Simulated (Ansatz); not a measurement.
# HfIn4SiO6 (C2) in Ansatz: relaxation of cell and atoms with PBE+D3(BJ)-ATM

Aim: the relaxation of cell and atoms of HfIn4SiO6 with PBE+D3(BJ)-ATM.

Everything below comes from runs of Ansatz 0.2.0. Logs are shortened: lines on timing, memory, paths and dates and some standing lists are left out, and cuts for length are marked.

**1. Starting point**

The structure is monoclinic, space group C2 (No. 5). The conventional cell has a = 5.432 Å, b = 9.407 Å, c = 7.636 Å, α = 90.00°, β = 104.07°, γ = 90.00°. Hf (site symmetry 2) has 6 O at 2.13 to 2.14 Å as nearest neighbours. Around In (site symmetry 2) lie 2 O at 2.73 Å and 4 In at 3.12 Å. In (site symmetry 2) has 6 O at 2.23 Å as nearest neighbours. In (site symmetry 2) has 2 O at 2.73 Å and 3 In at 3.07 to 3.12 Å as nearest neighbours. Around In (site symmetry 2) lie 2 O at 2.73 Å and 3 In at 3.07 to 3.12 Å. Si (site symmetry 2) has 6 O at 1.85 Å as nearest neighbours. O (site symmetry 1) is surrounded by 1 Si at 1.85 Å. O (site symmetry 1) has 1 Si at 1.85 Å as nearest neighbours.

The cell was built by a generator and needn't be a form met in nature.

**2. Relaxation of cell and atoms, PBE+D3(BJ)-ATM**

input.yaml reads:

```yaml
crystal:
  lattice:
    - [2.71585, -4.70357, 0.00833]
    - [2.71585, 4.70357, 0.00833]
    - [-1.87915, 0.0, 7.40127]
  atoms:
    - { symbol: Hf, position: [0.78835, 0.21165, 0.0] }
    - { symbol: In, position: [0.62175, 0.37825, 0.5] }
    - { symbol: In, position: [0.45502, 0.54498, 0.0] }
    - { symbol: In, position: [0.28407, 0.71593, 0.5] }
    - { symbol: In, position: [0.95814, 0.04186, 0.5] }
    - { symbol: Si, position: [0.12168, 0.87832, 0.0] }
    - { symbol: O, position: [0.06219, 0.11415, 0.86666] }
    - { symbol: O, position: [0.88585, 0.93781, 0.13334] }
    - { symbol: O, position: [0.7949, 0.53784, 0.86663] }
    - { symbol: O, position: [0.46216, 0.2051, 0.13337] }
    - { symbol: O, position: [0.15352, 0.62879, 0.13333] }
    - { symbol: O, position: [0.37121, 0.84648, 0.86667] }
hamiltonian:
  xc: pbe
  pseudopotentials: { kind: paw }
  dispersion: d3bjatm
kpoints:
  mp_grid: { grid: [4, 4, 3] }
scf:
  occupations: { method: fermi_dirac, width: 0.05 }
output:
  forces: true
  stress: true
  eigenvalues: true
relax:
  f_tol: 0.01
  max_steps: 40
  cell: { stress_tol: 0.05 }
```

Potentials or basis: Ansatz PAW.

Started as:

```
$ ansatz run input.yaml --threads 8 --pin off --max-ram 20480MiB --backend cpu --events-out ev --progress --plain --runs-dir out
```

The program printed:

```text
Warning: RAYON_NUM_THREADS=8 ignored (pool sized by the plan → 8); use --threads N
Engine: ansatz 0.2.0, x86_64-unknown-linux-gnu
Pseudopotentials: kind: paw
Pseudopotential: Hf, paw, valence charge 26, recommended cutoff 420 eV (normal), Hf.paw.azcp
Pseudopotential: In, paw, valence charge 13, recommended cutoff 420 eV (normal), In.paw.azcp
Pseudopotential: Si, paw, valence charge 4, recommended cutoff 420 eV (normal), Si.paw.azcp
Pseudopotential: O, paw, valence charge 6, recommended cutoff 420 eV (normal), O.paw.azcp
Functional definition: PBE
  parameter kappa = 0.804
  parameter beta = 0.06672455060314922
  exchange = pbe_x(kappa = kappa, mu = beta*pi^2/3)
  correlation = pbe_c(beta = beta)
Crystal: 12 atoms, lattice volume = 189.238 Å³
Basis set: ecut = 420 eV, 3681 PW (Γ), exchange–correlation on 80×80×108 points (8 copies of the dense FFT grid, shifted against one another)
Bands: 71, of which v1, the nominal top of the filled ones, is band 59 counted from 1 (58 counted from 0)
Symmetry: 2 space group operations
Space group: C2 (ITA 5), of the structure as read, at distance tolerance 5.7e-5 Å
k-points: 17 of 48 (time reversal used)
Non-local potential: Hf, projectors of the file, l = 0: 3, l = 1: 2, l = 2: 2, l = 3: 3
Non-local potential: In, projectors of the file, l = 0: 2, l = 1: 2, l = 2: 2, l = 3: 2
Non-local potential: Si, projectors of the file, l = 0: 2, l = 1: 2, l = 2: 2
Non-local potential: O, projectors of the file, l = 0: 2, l = 1: 2, l = 2: 1
PAW form: soft (Blöchl's): semilocal exchange-correlation on the pseudo side does not see the compensation charge
[... 133 lines left out ...]
  atom  11  O     -0.00035557     0.00022343     0.00091080
  atom  12  O      0.00035557     0.00022343    -0.00091080
  max |Σ_I F_I| component: 8.46e-9 eV/Å
--- Stress (GPa, compression-positive) ---
        0.006910       0.000000       0.004603
        0.000000       0.000949      -0.000000
        0.004604      -0.000000      -0.012481
  P = ⅓ Tr σ = -0.0015 GPa (-0.015 kbar)
--- Band table (eV; the first three rows and the last of 17) ---
  k-point 0: bands = ["-52.2573", "-21.0684", "-21.0679", "-21.0467", "-10.3302", "-8.8076", "-8.7988", "-8.1396", "-7.9192", "-7.9034", "-4.2168", "-4.2159", "-4.1965", "-3.9792", "-3.9707", "-3.5022", "-3.3373", "-3.3337", "-3.2914", "-3.2913", "-3.2777", "-3.2775", "-3.1729", "-3.1727", "-3.1599", "-3.1576", "-3.1071", "-3.0999", "-3.0780", "-3.0759", "-2.1282", "-2.1191", "-2.1189", "-2.0826", "-2.0822", "-2.0818", "-2.0689", "1.4064", "2.7640", "3.5756", "3.5786", "4.4555", "4.5405", "4.9469", "4.9580", "5.6828", "5.6941", "5.7084", "6.5410", "6.7930", "6.9237", "7.1944", "7.2665", "7.3124", "7.7198", "7.8119", "10.8031", "11.0318", "11.1689", "11.3021", "11.4431", "11.4763", "12.0607", "12.5333", "13.3530", "13.6821", "13.7232", "15.7878", "16.8929", "17.4017", "17.4521"]
  k-point 1: bands = ["-52.2573", "-21.0683", "-21.0679", "-21.0467", "-10.3251", "-8.8057", "-8.8008", "-8.1531", "-7.9142", "-7.9083", "-4.2166", "-4.2161", "-4.1925", "-3.9767", "-3.9729", "-3.4921", "-3.3373", "-3.3337", "-3.2926", "-3.2903", "-3.2781", "-3.2769", "-3.1731", "-3.1728", "-3.1595", "-3.1575", "-3.1060", "-3.1002", "-3.0784", "-3.0770", "-2.1282", "-2.1191", "-2.1189", "-2.0825", "-2.0822", "-2.0819", "-2.0689", "1.4899", "2.9256", "3.5756", "3.5789", "4.0041", "4.5656", "4.9515", "4.9544", "5.1170", "5.6947", "5.7038", "6.8226", "6.8889", "7.1585", "7.2771", "7.3063", "7.7412", "7.7439", "7.7894", "10.6895", "10.8708", "10.9734", "11.3545", "11.4085", "11.4160", "11.4928", "13.1520", "13.6679", "13.7034", "13.7105", "15.3199", "16.9733", "17.1973", "17.5538"]
  k-point 2: bands = ["-52.2573", "-21.0724", "-21.0690", "-21.0464", "-10.1220", "-8.9043", "-8.7029", "-8.2790", "-8.0833", "-7.8848", "-4.2214", "-4.2129", "-4.1920", "-3.9743", "-3.9689", "-3.4559", "-3.4408", "-3.3614", "-3.3530", "-3.3352", "-3.3206", "-3.2366", "-3.2117", "-3.2050", "-3.1896", "-3.1366", "-3.0918", "-3.0638", "-2.9566", "-2.9470", "-2.1287", "-2.1202", "-2.1194", "-2.0929", "-2.0858", "-2.0776", "-2.0614", "1.6442", "3.0064", "3.7184", "3.7452", "3.9922", "4.1206", "4.9465", "5.2032", "5.5390", "6.0309", "6.1218", "6.4456", "6.5402", "6.8683", "7.0361", "7.1890", "7.4379", "7.4918", "7.8162", "8.5580", "9.7502", "10.0332", "12.2919", "12.8040", "12.9373", "13.3752", "13.5824", "13.6832", "14.0556", "15.2099", "15.3313", "16.1107", "16.4871", "17.1617"]
  k-point 16: bands = ["-52.2573", "-21.0771", "-21.0694", "-21.0461", "-9.8424", "-9.0292", "-8.6031", "-8.3352", "-8.3055", "-7.9506", "-4.2274", "-4.2146", "-4.1848", "-3.9749", "-3.9563", "-3.5954", "-3.3952", "-3.3800", "-3.3796", "-3.3336", "-3.3078", "-3.2614", "-3.2502", "-3.1432", "-3.1403", "-3.1275", "-3.0461", "-3.0397", "-3.0088", "-2.8452", "-2.1292", "-2.1221", "-2.1197", "-2.1016", "-2.0887", "-2.0738", "-2.0532", "1.9188", "3.3117", "3.5209", "3.8512", "4.0115", "4.4834", "4.7128", "5.1491", "5.4876", "5.7131", "5.8021", "6.3296", "6.3668", "6.6920", "6.8164", "7.0481", "7.5201", "7.7960", "8.0122", "8.2175", "9.1839", "9.7577", "12.4497", "13.0325", "13.4659", "13.5856", "13.8010", "14.2711", "15.7583", "15.9795", "16.1549", "16.4587", "16.8087", "17.0202"]
--- Relaxed structure (6 steps of the walk, 6 accepted, 2 SCFs on fresh bases) ---
  F+E_penalty+E_count = -42161.96630866 eV   max|allowed force component| = 3.041e-3 eV/Å   (the final SCF, on the basis selected at the relaxed cell)
  cell:  # Å, volume = 183.3453 Å³
    - [2.696741853447252, -4.6706204790469235, 0.009323669259748793]
    - [2.696741853447252, 4.6706204790469235, 0.009323669259748757]
    - [-1.8628235945709286, -2.875064753022033e-17, 7.27178859449624]
  atoms:
    - { symbol: Hf, position: [0.7882633584147856, 0.21173664158521457, -2.168404344971009e-19] }
    - { symbol: In, position: [0.6210870869816517, 0.3789129130183484, 0.5] }
    - { symbol: In, position: [0.45490907552087084, 0.5450909244791292, -2.168404344971009e-19] }
    - { symbol: In, position: [0.2855346792871989, 0.7144653207128011, 0.5] }
    - { symbol: In, position: [0.9578712493240579, 0.042128750675942156, 0.5] }
    - { symbol: Si, position: [0.12160077060566352, 0.8783992293943366, -2.168404344971009e-19] }
    - { symbol: O, position: [0.060689651856061344, 0.1123379428136621, 0.8637403454926563] }
    - { symbol: O, position: [0.8876620571863378, 0.9393103481439387, 0.13625965450734365] }
    - { symbol: O, position: [0.7947720754967776, 0.5371515225754027, 0.8637372884773529] }
    - { symbol: O, position: [0.4628484774245973, 0.20522792450322241, 0.13626271152264696] }
    - { symbol: O, position: [0.1536336974807394, 0.6300321795787415, 0.13614134453610724] }
    - { symbol: O, position: [0.3699678204212584, 0.8463663025192606, 0.8638586554638928] }
```

Run time: 23 s. Hardware: 8 threads of AMD EPYC 7B13 (Zen 3), shared host; peak memory 1.1 GiB.

Results:

```yaml
Free_energy: -42161.9663 eV
Relaxed_volume: 15.28 Å³/atom
Relaxed_cell: a = 5.393 Å, b = 5.393 Å, c = 7.507 Å, α = 97.03°, β = 97.03°, γ = 120.00°
Space_group_after_relaxing_to_0.05_Å: C2 (No. 5)
Energy_gained_by_relaxing: 4.0 meV/atom
Ionic_steps: 8
Pressure_after_relaxing: 0.0 GPa
Largest_force_after_relaxing: 0.003 eV/Å
Band_gap_on_the_k_mesh: none (metal or under the smearing width)
```

Forces in eV/Å, atoms in the order of the input:
```
Hf   0.000  0.003  0.000
In   0.000  0.000  0.000
In   0.000  0.002  0.000
In   0.000  0.001  0.000
In   0.000 -0.001  0.000
Si   0.000  0.002  0.000
O   -0.001 -0.002 -0.001
O    0.001 -0.002  0.001
O   -0.002 -0.002 -0.002
O    0.002 -0.002  0.002
O    0.000  0.000  0.001
O    0.000  0.000 -0.001
```

Step by step:
| step | energy change (eV) | largest force (eV/Å) | volume (Å³) |
| --- | --- | --- | --- |
| 1 | 0.0000 | 0.0797 | 189.24 |
| 2 | -0.0423 | 0.2369 | 180.50 |
| 3 | -0.0594 | 0.0816 | 183.91 |
| 4 | -0.0610 | 0.0441 | 183.79 |
| 5 | -0.0617 | 0.0075 | 183.64 |
| 6 | -0.0479 | 0.0077 | 183.64 |
| 7 | -0.0489 | 0.0032 | 183.35 |
| 8 | -0.0480 | 0.0033 | 183.35 |

Final structure:
```xyz
12
Lattice="2.6967 -4.6706 0.0093 2.6967 4.6706 0.0093 -1.8628 0.0000 7.2718" Properties=species:S:1:pos:R:3 pbc="T T T"
Hf    2.6967   -2.6927    0.0093
In    1.7653   -1.1311    3.6452
In    2.6967    0.4212    0.0093
In    1.7653    2.0034    3.6452
In    1.7653   -4.2771    3.6452
Si    2.6967    3.5347    0.0093
O    -1.1424    0.2412    6.2826
O     4.6730    0.2412    1.0079
O     1.9829   -1.2032    6.2933
O     1.5478   -1.2032    0.9971
O     1.8597    2.2251    0.9973
O     1.6709    2.2251    6.2931
```

Caveat: the plane-wave basis is chosen anew once the cell has moved, so the energies of steps on either side of that aren't comparable; the pressure holds a Pulay correction of +0.5 GPa for the finite cutoff; pairwise dispersion overbinds metals, which lowers pressure and volume. Spin-orbit coupling is left out, which matters for the levels of Hf.
